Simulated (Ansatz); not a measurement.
# FH6W: the cost of one run

Program: Ansatz 0.2.0. Level of theory: UHF/def2-SVP. These are calculated values, not measurements.

### 1 The starting structure

Bond lengths: W1–H2 1.970 Å, W1–H3 1.720 Å, W1–H4 1.720 Å, W1–H5 1.720 Å, W1–H6 1.720 Å, W1–H7 1.720 Å. Angles (14 of 15 angles, heavy atoms first): H2–W1–H3 90.0°, H2–W1–H4 90.0°, H2–W1–H5 90.0°, H2–W1–H6 90.0°, H2–W1–H7 180.0°, H3–W1–H4 90.0°, H3–W1–H5 180.0°, H3–W1–H6 90.0°, H3–W1–H7 90.0°, H4–W1–H5 90.0°, H4–W1–H6 180.0°, H4–W1–H7 90.0°, H5–W1–H6 90.0°, H5–W1–H7 90.0°.

Structure file:

```xyz
8

W     0.0000    0.0000    0.0000
H     0.0000    0.0000    1.9700
H     1.7200    0.0000    0.0000
H     0.0000    1.7200    0.0000
H    -1.7200    0.0000    0.0000
H     0.0000   -1.7200    0.0000
H     0.0000    0.0000   -1.7200
F     0.0000    0.0000    3.1900
```

### 2 Pulling towards end A

Springs on the bonds that form and break draw the guess towards this end; the thresholds are loose.

The input, input.yaml:

```yaml
crystal:
  periodic: [false, false, false]
  atoms:
    - { symbol: W, position_ang: [0.0, 0.0, 0.0] }
    - { symbol: H, position_ang: [0.0, 0.0, 1.97] }
    - { symbol: H, position_ang: [1.72, 0.0, 0.0] }
    - { symbol: H, position_ang: [0.0, 1.72, 0.0] }
    - { symbol: H, position_ang: [-1.72, 0.0, 0.0] }
    - { symbol: H, position_ang: [0.0, -1.72, 0.0] }
    - { symbol: H, position_ang: [0.0, 0.0, -1.72] }
    - { symbol: F, position_ang: [0.0, 0.0, 3.19] }
magnetization:
  spin_polarized: true
  initial_magnetization: 1
basis:
  gaussian: { orbitals: def2-SVP }
hamiltonian:
  xc: hf
relax:
  f_tol: 0.15
  max_steps: 25
  restrain:
    - { distance: [1, 7], at: 2.12, k: 30.0 }
    - { distance: [0, 1], at: 1.72, k: 30.0 }
```

Started as:

```sh
$ ansatz run input.yaml --threads 1 --pin off --max-ram 2048MiB --backend cpu --events-out ev --progress --plain --runs-dir out
```

Q: Estimate wall time and peak memory on 1 thread of Arm Neoverse V2, shared host.

About 40 s, with a peak of 0.18 GiB.
